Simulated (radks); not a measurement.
**Exchange and kinetic functionals tested on atomic densities: He, Pd⁴³⁺, Be, Tc⁷⁺, Br²⁺, Ne³⁺**

Aim: take each self-consistent density and evaluate many functionals on it, against the exact exchange and kinetic energies of the same orbitals. Every spin shell is full or empty, so the densities are truly spherical.

Method: non-relativistic Kohn-Sham, LDA (Slater exchange, Perdew-Wang correlation), spin-polarised, spherical densities, point nucleus; open shells are filled with parallel spins first. Code: radks (a radial shooting solver on a logarithmic mesh, Libxc functionals) version 1.

## 1. The atom as given

| Item | Value |
| --- | --- |
| species | He ([He]), Pd⁴³⁺ ([He] 2s1), Be ([He] 2s2), Tc⁷⁺ ([Kr]), Br²⁺ ([Ar] 3d10 4s2 4p3), Ne³⁺ ([He] 2s2 2p3) |

## 2. He, [He]

Input:

```text
Z 2
configuration [He]
relativity non-relativistic
functional lda,pw
spin polarised
nucleus point
```

## 3. Pd⁴³⁺, [He] 2s1

Input:

```text
Z 46
configuration [He] 2s1
relativity non-relativistic
functional lda,pw
spin polarised
nucleus point
```

## 4. Be, [He] 2s2

Input:

```text
Z 4
configuration [He] 2s2
relativity non-relativistic
functional lda,pw
spin polarised
nucleus point
```

## 5. Tc⁷⁺, [Kr]

Input:

```text
Z 43
configuration [Kr]
relativity non-relativistic
functional lda,pw
spin polarised
nucleus point
```

## 6. Br²⁺, [Ar] 3d10 4s2 4p3

Input:

```text
Z 35
configuration [Ar] 3d10 4s2 4p3
relativity non-relativistic
functional lda,pw
spin polarised
nucleus point
```

## 7. Ne³⁺, [He] 2s2 2p3

Input:

```text
Z 10
configuration [He] 2s2 2p3
relativity non-relativistic
functional lda,pw
spin polarised
nucleus point
```

What does the calculation give? Wanted: for each run, error in magnitude; He; Pd⁴³⁺; Be; Tc⁷⁺; Br²⁺; Ne³⁺.

The runs gave:

| error in magnitude (%) | He | Pd⁴³⁺ | Be | Tc⁷⁺ | Br²⁺ | Ne³⁺ |
| --- | --- | --- | --- | --- | --- | --- |
| exchange, LDA | -13.65 | -13.17 | -13.13 | -5.29 | -5.55 | -10.13 |
| exchange, B88 | +0.29 | -0.41 | -0.15 | +0.01 | +0.13 | -0.20 |
| exchange, PW91 | -0.53 | -1.08 | -0.62 | -0.04 | +0.08 | -0.50 |
| exchange, WC | -2.97 | -3.36 | -3.07 | -0.96 | -0.93 | -2.33 |
| exchange, G96 | +0.58 | -0.17 | -0.18 | +0.32 | +0.39 | -0.10 |
| exchange, EV93 | +5.31 | +4.07 | +4.87 | -0.18 | +0.09 | +2.47 |
| exchange, SCAN | +0.66 | -0.26 | -0.18 | +0.21 | +0.29 | +0.05 |
| exchange, Tao-Mo | +0.88 | +0.43 | +0.65 | -0.77 | -0.61 | +0.07 |
| exchange, MVS | +0.72 | -0.45 | -0.33 | +0.01 | +0.07 | -0.33 |
| kinetic, Thomas-Fermi | -11.27 | -9.97 | -10.26 | -5.55 | -5.95 | -8.64 |
| kinetic, von Weizsacker | -0.00 | -7.63 | -6.60 | -56.17 | -53.22 | -24.58 |
| kinetic, TF + vW | +88.73 | +82.40 | +83.14 | +38.28 | +40.83 | +66.78 |
| kinetic, TF + vW/9 | -0.16 | +0.30 | +0.12 | -0.68 | -0.75 | -0.26 |
| kinetic, revAPBEK | +0.35 | +0.86 | +0.92 | +0.33 | +0.30 | +0.74 |
| kinetic, Perdew 92 | -0.14 | +0.32 | +0.14 | -0.67 | -0.74 | -0.24 |
| kinetic, LKT | +58.81 | +54.34 | +54.18 | +20.43 | +22.00 | +41.19 |
| kinetic, PG1 | +51.12 | +47.19 | +46.76 | +16.10 | +17.39 | +34.64 |
| kinetic, DePristo-Kress | -0.37 | -0.19 | -1.38 | -0.07 | -0.10 | -0.52 |

**Reading.** Negative means that the magnitude is too small. For exchange the mean absolute error is least for B88 (0.20 %) and largest for LDA (10.15 %). Among the orbital-free kinetic functionals Perdew 92 (0.38 %) does best and TF + vW (66.69 %) worst. The functionals are evaluated on one density each, not self-consistently.
